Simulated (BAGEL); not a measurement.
# SiH2OF2 (SMILES O[SiH](F)F), step by step

We compute a series of 15 runs (B3LYP/def2-SV(P), RI-MP2/def2-SV(P)) of F2H2OSi. 

The calculation is run with BAGEL 1.2.2.

1 further run of the same task is left out (set aside as unsound or not needed).

### 1 Starting point

SiH2OF2: 6 atoms, total charge 0, spin state singlet. SMILES: `O[SiH](F)F`. One bond was lengthened or shortened from a relaxed shape.

Bond lengths: O1–Si2 1.372 Å, Si2–F3 1.584 Å, Si2–F4 1.584 Å, O1–H5 0.958 Å, Si2–H6 1.463 Å. Angles: O1–Si2–F3 111.2°, O1–Si2–F4 111.2°, F3–Si2–F4 105.5°, O1–Si2–H6 108.6°, F3–Si2–H6 110.2°, F4–Si2–H6 110.2°, Si2–O1–H5 120.9°.

### 2 A single-point energy at B3LYP/def2-SV(P) (density fitting with svp-jkfit) (run 1)

dft.json

```json
{ "bagel": [

{
  "title": "molecule",
  "basis": "def2-sv_p_.json",
  "df_basis": "svp-jkfit",
  "angstrom": "true",
  "geometry": [
    { "atom": "O", "xyz": [       0.041753,       0.931820,      -0.430181 ] },
    { "atom": "Si", "xyz": [       0.121400,      -0.236200,       0.285200 ] },
    { "atom": "F", "xyz": [       0.731800,      -1.405100,      -0.592400 ] },
    { "atom": "F", "xyz": [      -1.315500,      -0.739700,       0.722100 ] },
    { "atom": "H", "xyz": [      -0.463347,       0.976920,      -1.243281 ] },
    { "atom": "H", "xyz": [       0.954100,      -0.003800,       1.464900 ] }
  ]
},

{
  "title": "ks",
  "xc_func": "b3lyp"
},

{
  "title": "print",
  "file": "orbitals.molden",
  "orbitals": "true"
}

]}
```

The basis set def2-SV(P) is read from a file made from the Basis Set Exchange's data (not shown).

Run with:

```bash
$ BAGEL_NUM_THREADS=1 BAGEL dft.json > dft.out
```

What it wrote:

```text
* using 1 threads per process

  ===============================================================
  ===============================================================

  *** Geometry ***

  { "atom" : "O", "xyz" : [      0.078902,      1.760885,     -0.812924 ] },
  { "atom" : "Si", "xyz" : [      0.229413,     -0.446353,      0.538950 ] },
  { "atom" : "F", "xyz" : [      1.382902,     -2.655254,     -1.119474 ] },
  { "atom" : "F", "xyz" : [     -2.485935,     -1.397830,      1.364571 ] },
  { "atom" : "H", "xyz" : [     -0.875599,      1.846111,     -2.349461 ] },
  { "atom" : "H", "xyz" : [      1.802988,     -0.007181,      2.768260 ] },

  Number of auxiliary basis functions:      395

  Since a DF basis is specified, we compute 2- and 3-index integrals:
    o Being stored without compression. Storage requirement is 0.013 GB

  Number of basis functions:       64
  Number of electrons      :       42

    * METHOD: MOLECULE                             0.19

  *** Kohn-Sham DFT ***

    * Removing 10439 points whose weight is below 1.00e-10
    * Grid points: 78997

  === Nuclear Repulsion ===
   197.9883859612

       - DIIS with orbital gradients will be used.

  === KS iteration (b3lyp / def2-sv_p_.json) ===
      0       -541.53628146          0.17402018           0.48
      1       -531.38615122          0.17072585           0.40
      2       -536.15224628          0.17785072           0.38
      3       -560.76154663          0.09883285           0.42
      4       -564.75093867          0.04404627           0.35
      5       -565.34724235          0.01100143           0.40
      6       -565.38593440          0.00502096           0.50
      7       -565.39313470          0.00049472           0.56
      8       -565.39319166          0.00033165           0.56
      9       -565.39322157          0.00006415           0.46
     10       -565.39322259          0.00001667           0.45
     11       -565.39322266          0.00000638           0.58
     12       -565.39322267          0.00000156           0.52
     13       -565.39322267          0.00000012           0.42
     14       -565.39322267          0.00000004           0.43
     15       -565.39322267          0.00000002           0.65
     16       -565.39322267          0.00000001           0.60
    * SCF iteration converged.

    * Permanent dipole moment:
           (    0.155855,    -0.650635,     0.574992) a.u.

    * METHOD: KS                                   8.76

    * METHOD: PRINT                                0.03

  ===============================================================
```

Wall time 9.9 s (1 thread of AMD EPYC 7R43 (Zen 3), shared host); peak memory 0.27 GiB.

### 3 Bond 2-1 at 1.614 A: a single-point energy at RI-MP2/def2-SV(P) (density fitting with svp-jkfit) (run 2)

mp2.json

```json
{ "bagel" : [

{
  "title" : "molecule",
  "basis" : "def2-sv_p_.json",
  "df_basis" : "svp-jkfit",
  "angstrom" : true,
  "geometry" : [
    { "atom" : "O", "xyz" : [    0.027698,    1.137926,   -0.556416 ] },
    { "atom" : "Si", "xyz" : [    0.121400,   -0.236200,    0.285200 ] },
    { "atom" : "F", "xyz" : [    0.731800,   -1.405100,   -0.592400 ] },
    { "atom" : "F", "xyz" : [   -1.315500,   -0.739700,    0.722100 ] },
    { "atom" : "H", "xyz" : [   -0.477402,    1.183026,   -1.369516 ] },
    { "atom" : "H", "xyz" : [    0.954100,   -0.003800,    1.464900 ] }
  ]
},
{ "title" : "hf" },
{ "title" : "mp2", "ncore" : 8 }

]}
```

The basis set def2-SV(P) is read from a file made from the Basis Set Exchange's data (not shown).

Run with:

```bash
$ BAGEL_NUM_THREADS=1 BAGEL mp2.json > mp2.out
```

What it wrote:

```text
* using 1 threads per process

  ===============================================================
  ===============================================================

  *** Geometry ***

  { "atom" : "O", "xyz" : [      0.052342,      2.150368,     -1.051474 ] },
  { "atom" : "Si", "xyz" : [      0.229413,     -0.446353,      0.538950 ] },
  { "atom" : "F", "xyz" : [      1.382902,     -2.655254,     -1.119474 ] },
  { "atom" : "F", "xyz" : [     -2.485935,     -1.397830,      1.364571 ] },
  { "atom" : "H", "xyz" : [     -0.902159,      2.235595,     -2.588010 ] },
  { "atom" : "H", "xyz" : [      1.802988,     -0.007181,      2.768260 ] },

  Number of auxiliary basis functions:      395

  Since a DF basis is specified, we compute 2- and 3-index integrals:
    o Being stored without compression. Storage requirement is 0.013 GB

  Number of basis functions:       64
  Number of electrons      :       42

    * METHOD: MOLECULE                             0.19

  *** RHF ***

  === Nuclear Repulsion ===
   188.4128869672

      * DIIS with orbital gradients will be used.

  === RHF iteration (def2-sv_p_.json) ===
      0       -563.40388921          0.02975688           0.06
      1       -563.59014254          0.01829531           0.06
      2       -563.68787397          0.00104538           0.07
      3       -563.68845988          0.00015081           0.07
      4       -563.68847169          0.00005091           0.07
      5       -563.68847274          0.00001898           0.06
      6       -563.68847292          0.00000450           0.07
      7       -563.68847293          0.00000075           0.07
      8       -563.68847293          0.00000016           0.07
      9       -563.68847293          0.00000005           0.07
     10       -563.68847293          0.00000002           0.07
     11       -563.68847293          0.00000000           0.07
    * SCF iteration converged.

    * Permanent dipole moment:
           (    0.073776,    -0.379984,     0.310219) a.u.

    * METHOD: HF                                   0.96

  *** RHF ***

  === Nuclear Repulsion ===
   188.4128869672

      * DIIS with orbital gradients will be used.

  === RHF iteration (def2-sv_p_.json) ===
      0       -563.68847293          0.00000000           0.06
    * SCF iteration converged.

    * Permanent dipole moment:
           (    0.073776,    -0.379984,     0.310220) a.u.

  === DF-MP2 calculation ===

    * freezing 8 orbitals
    * 3-index integral transformation done
    * assembly done

      MP2 correlation energy:   -0.6351171117      0.04

      MP2 total energy:       -564.3235900437

    * METHOD: MP2                                  0.19

  ===============================================================
```

It took 2 s on 1 thread of AMD EPYC 7R43 (Zen 3), shared host; peak memory 0.14 GiB.

Runs 3 to 14 aren't shown in full; the table further down has their settings and results.

### 4 Bond 2-1 at 4.519 A: a single-point energy at B3LYP/def2-SV(P) (density fitting with svp-jkfit) (run 15)

input.json

```json
{ "bagel" : [

{
  "title" : "molecule",
  "basis" : "def2-sv_p_.json",
  "df_basis" : "svp-jkfit",
  "angstrom" : true,
  "geometry" : [
    { "atom" : "O", "xyz" : [   -0.140960,    3.611284,   -2.071282 ] },
    { "atom" : "Si", "xyz" : [    0.121400,   -0.236200,    0.285200 ] },
    { "atom" : "F", "xyz" : [    0.731800,   -1.405100,   -0.592400 ] },
    { "atom" : "F", "xyz" : [   -1.315500,   -0.739700,    0.722100 ] },
    { "atom" : "H", "xyz" : [   -0.646060,    3.656384,   -2.884382 ] },
    { "atom" : "H", "xyz" : [    0.954100,   -0.003800,    1.464900 ] }
  ]
},
{ "title" : "ks", "xc_func" : "b3lyp" },
{ "title" : "print", "file" : "orbitals.molden", "orbitals" : true }

]}
```

The basis set def2-SV(P) is read from a file made from the Basis Set Exchange's data (not shown).

Run with:

```bash
$ BAGEL_NUM_THREADS=1 BAGEL input.json > input.out
```

What it wrote:

```text
* using 1 threads per process

  ===============================================================
  ===============================================================

  *** Geometry ***

  { "atom" : "O", "xyz" : [     -0.266376,      6.824338,     -3.914156 ] },
  { "atom" : "Si", "xyz" : [      0.229413,     -0.446353,      0.538950 ] },
  { "atom" : "F", "xyz" : [      1.382902,     -2.655254,     -1.119474 ] },
  { "atom" : "F", "xyz" : [     -2.485935,     -1.397830,      1.364571 ] },
  { "atom" : "H", "xyz" : [     -1.220876,      6.909564,     -5.450692 ] },
  { "atom" : "H", "xyz" : [      1.802988,     -0.007181,      2.768260 ] },

  Number of auxiliary basis functions:      395

  Since a DF basis is specified, we compute 2- and 3-index integrals:
    o Being stored without compression. Storage requirement is 0.013 GB

  Number of basis functions:       64
  Number of electrons      :       42

    * METHOD: MOLECULE                             0.28

  *** Kohn-Sham DFT ***

    * Removing 7659 points whose weight is below 1.00e-10
    * Grid points: 81777

  === Nuclear Repulsion ===
   145.9914300170

       - DIIS with orbital gradients will be used.

  === KS iteration (b3lyp / def2-sv_p_.json) ===
      0       -519.16905093          0.14075406           0.55
      1       -296.69484346          0.14294619           0.50
      2       -454.85677115          0.17546852           0.54
      3       -530.46431615          0.12007673           0.48
      4       -536.31802473          0.09682387           0.56
      5       -558.75636260          0.07607039           0.58
      6       -552.46178679          0.06879700           0.60
      7       -467.54306353          0.10890742           0.51
      8       -560.24416040          0.05819160           0.54
      9       -564.27982600          0.03453579           0.52
[... 55 lines of this table left out ...]
     65       -565.19523747          0.00000004           0.52
     66       -565.19523747          0.00000002           0.37
     67       -565.19523747          0.00000004           0.40
     68       -565.19523747          0.00000001           0.40
    * SCF iteration converged.

    * Permanent dipole moment:
           (   -0.051280,     1.037302,    -0.602615) a.u.

    * METHOD: KS                                  33.70

    * METHOD: PRINT                                0.04

  ===============================================================
```

Run time: 35 s. Hardware: 1 thread of AMD EPYC 7R43 (Zen 3), shared host; peak memory 0.27 GiB.

### 5 The series

```csv
run,level,frozen core orbitals,partner,energy (Eh),dipole moment (D),HOMO energy (eV),LUMO energy (eV),wall time
1,B3LYP/def2-SV(P) (density fitting with svp-jkfit),–,bond 2-1 at 1.372 A,-565.393223,2.24,-9.93,0.55,9.9 s
2,RI-MP2/def2-SV(P) (density fitting with svp-jkfit),8,bond 2-1 at 1.614 A,-564.323590,–,–,–,2 s
3,B3LYP/def2-SV(P) (density fitting with svp-jkfit),–,bond 2-1 at 1.614 A,-565.468918,1.28,-9.76,0.73,13 s
4,RI-MP2/def2-SV(P) (density fitting with svp-jkfit),8,bond 2-1 at 1.856 A,-564.301644,–,–,–,2.6 s
5,B3LYP/def2-SV(P) (density fitting with svp-jkfit),–,bond 2-1 at 1.856 A,-565.447940,0.34,-8.68,0.35,11 s
6,RI-MP2/def2-SV(P) (density fitting with svp-jkfit),8,bond 2-1 at 2.179 A,-564.236851,–,–,–,2.6 s
7,B3LYP/def2-SV(P) (density fitting with svp-jkfit),–,bond 2-1 at 2.179 A,-565.386838,0.85,-7.58,-1.20,11 s
8,RI-MP2/def2-SV(P) (density fitting with svp-jkfit),8,bond 2-1 at 2.583 A,-564.163253,–,–,–,2.7 s
9,B3LYP/def2-SV(P) (density fitting with svp-jkfit),–,bond 2-1 at 2.583 A,-565.318273,1.75,-6.87,-2.92,13 s
10,RI-MP2/def2-SV(P) (density fitting with svp-jkfit),8,bond 2-1 at 3.067 A,-564.106432,–,–,–,2.7 s
11,B3LYP/def2-SV(P) (density fitting with svp-jkfit),–,bond 2-1 at 3.067 A,-565.262670,2.27,-6.61,-4.12,17 s
12,RI-MP2/def2-SV(P) (density fitting with svp-jkfit),8,bond 2-1 at 3.712 A,-564.076495,–,–,–,2.7 s
13,B3LYP/def2-SV(P) (density fitting with svp-jkfit),–,bond 2-1 at 3.712 A,-565.220007,2.64,-6.54,-4.91,19 s
14,RI-MP2/def2-SV(P) (density fitting with svp-jkfit),8,bond 2-1 at 4.519 A,-564.090290,–,–,–,3 s
15,B3LYP/def2-SV(P) (density fitting with svp-jkfit),–,bond 2-1 at 4.519 A,-565.195237,3.05,-6.25,-5.30,35 s
```

### 6 What came out

```
                                  quantity          value
 bond 2-1 at 4.519 A, run 15: total energy  -565.19524 Eh
bond 2-1 at 4.519 A, run 15: dipole moment         3.05 D
  bond 2-1 at 4.519 A, run 15: HOMO energy       -6.25 eV
  bond 2-1 at 4.519 A, run 15: LUMO energy       -5.30 eV
bond 2-1 at 4.519 A, run 15: HOMO–LUMO gap        0.95 eV
```

What this shows: In runs 10, 11, 12, 13, 14, 15 a closed-shell determinant meets a far-stretched bond, which it describes badly. All runs together took 2.4 min, the longest 35 s.
